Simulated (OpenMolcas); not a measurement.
# Au³⁺ among point charges: CASSCF and CASPT2 levels and susceptibility

Aim: the splitting of the states of Au³⁺ in the field of 6 point charges, its lowest levels with spin-orbit coupling and its magnetic susceptibility.

The numbers are computed with OpenMolcas 26.06 (state-averaged CASSCF and CASPT2, spin-orbit coupling by RASSI with atomic mean-field integrals), except any that are marked as measured or tabulated.

### 1 What is computed

| Quantity | Value |
| --- | --- |
| Species | Au³⁺ (gold, Z = 79, 76 electrons) |
| Basis | ANO-RCC-VDZP [7s6p4d2f], 59 functions |
| Scalar Hamiltonian | DKH2, point nucleus |
| Inactive shells | 1s 2s 2p 3s 3p 3d 4s 4p 4d 4f 5s 5p |
| Active space | 8 electrons in 5 orbitals (5d) |
| Some configurations of this space | 5d8 |
| Orbitals | optimised for each spin and parity, averaged over all roots |

The outer shells:

5d8
```
5d [↑↓][↑↓][↑↓][↑ ][↑ ]
```

The ion sits among 6 point charges of -1 e arranged as an octahedron (Oh), 1.62 Å from the ion.

The work runs as a chain of OpenMolcas steps in one folder; each step below is one input file. Labels, J, g values, rates, χT and fits are worked out afterwards by a script from the matrices that RASSI stores. The input lists half of the charges; inversion (Group=XYZ) makes the rest.

### 2 GATEWAY and SEWARD: basis and integrals

File a.inp:

```
&GATEWAY
Coord
1

Au 0.0 0.0 0.0
Basis=ANO-RCC-VDZP
Group=XYZ
NoMove
AngMom=0.0 0.0 0.0
AMFI
XField
3 Angstrom 0
1.620000 0.000000 0.000000 -1.000000
0.000000 1.620000 0.000000 -1.000000
0.000000 0.000000 1.620000 -1.000000
&SEWARD
```

On the command line:

```
> OMP_NUM_THREADS=1 MOLCAS_MEM=1689 MOLCAS_PROJECT=a pymolcas a.inp > a.log
```

### 3 Reference wave functions, triplets of even parity, 10 roots

File a.inp:

```
&RASSCF
FileOrb=start.orb
Symmetry=1
Spin=3
nActEl=8 0 0
Inactive=15 19
Ras2=5 0
CIRoot=10 10 1
SDav=10
CIMx=300
Iter=120 100
PrWF=0.3
OrbListing=Nothing
MaxOrb=0
>>> COPY $Project.JobIph JOB001
```

start.orb holds the contracted functions of the basis, ordered by shell, or the orbitals of the step before.

### 4 Reference wave functions, singlets of even parity, 15 roots

File a.inp:

```
&RASSCF
FileOrb=start.orb
Symmetry=1
Spin=1
nActEl=8 0 0
Inactive=15 19
Ras2=5 0
CIRoot=15 15 1
SDav=15
CIMx=300
Iter=120 100
PrWF=0.3
OrbListing=Nothing
MaxOrb=0
>>> COPY $Project.JobIph JOB002
```

### 5 RASSI: spin-orbit coupling between the states

File a.inp:

```
&RASSI
NrOfJobIphs=2 10 15
1 2 3 4 5 6 7 8 9 10
1 2 3 4 5 6 7 8 9 10 11 12 13 14 15
IphNames
JOB001
JOB002
EJob
SpinOrbit
DIPRint=1.0
SOCoupling=1000.0
Subsets=2
Property=9
'ANGMOM' 1 'ANGMOM' 2 'ANGMOM' 3 'MLTPL  1' 1 'MLTPL  1' 2 'MLTPL  1' 3
'AMFI' 1 'AMFI' 2 'AMFI' 3
SOProperty=3
'ANGMOM' 1 'ANGMOM' 2 'ANGMOM' 3
```

### 6 CASPT2: IPEA 0.25, imaginary shift 0.1 (closed shells correlated: 5s 5p)

File a.inp:

```
>>> COPY JOB001 $Project.JobIph
&CASPT2
Multistate=10 1 2 3 4 5 6 7 8 9 10
NoMult
Frozen=14 16
IPEA=0.25
Imaginary=0.1
MaxIter=60
WThr=0.0 0.3 0.05
PrWF=0.5
NoMix
>>> COPY JOB002 $Project.JobIph
&CASPT2
Multistate=15 1 2 3 4 5 6 7 8 9 10 11 12 13 14 15
NoMult
Frozen=14 16
IPEA=0.25
Imaginary=0.1
MaxIter=60
WThr=0.0 0.3 0.05
PrWF=0.5
NoMix
```

(Steps that only read results are left out.)

**Question.** What will these runs give? Wanted: spin-free ground state; first state of the same spin within the active space; lowest level; next level.

As calculated:

```
                                            quantity                                                                        value
                                              method  SS-CASPT2, IPEA 0.25, imaginary shift 0.1 (closed shells correlated: 5s 5p)
                              spin-free ground state                                              3A2, 1-fold in its orbital part
first state of the same spin within the active space                                                            3T2 at 12800 cm⁻¹
                                        lowest level                                                                    3-fold T2
                                          next level                                                                  8317.9 cm⁻¹
                                         χT at 300 K                                                               2.24 cm³ K/mol
                           effective moment at 300 K                                                                      4.23 μB
```

Cost by method:

```csv
method,time of its own steps,time with the reference
A. CASSCF,5.5 s,5.5 s
"B. SS-CASPT2, IPEA 0.25, imaginary shift 0.1, +5s 5p",2.2 s,7.7 s
```

Times are of one thread on a shared host.

What this shows: The spin-free ground state (3A2) comes to 100 % from free-ion F terms and keeps the highest spin of the shell. χT at 300 K is 2.24, against 1.00 cm³ K/mol for the spin alone, so orbital moment adds to it. A ligand-field fit to the states below 45000 cm-1 gives 10Dq = 12645 cm-1, B = 859 cm-1 and C = 3439 cm-1 (C/B = 4.00), with a deviation of 312 cm-1. CASPT2 does not keep the components of a term degenerate, and the means are used. The field of point charges can differ much from that of real complexes. Point charges carry no covalency, so the field is a model and not that of real ligands.
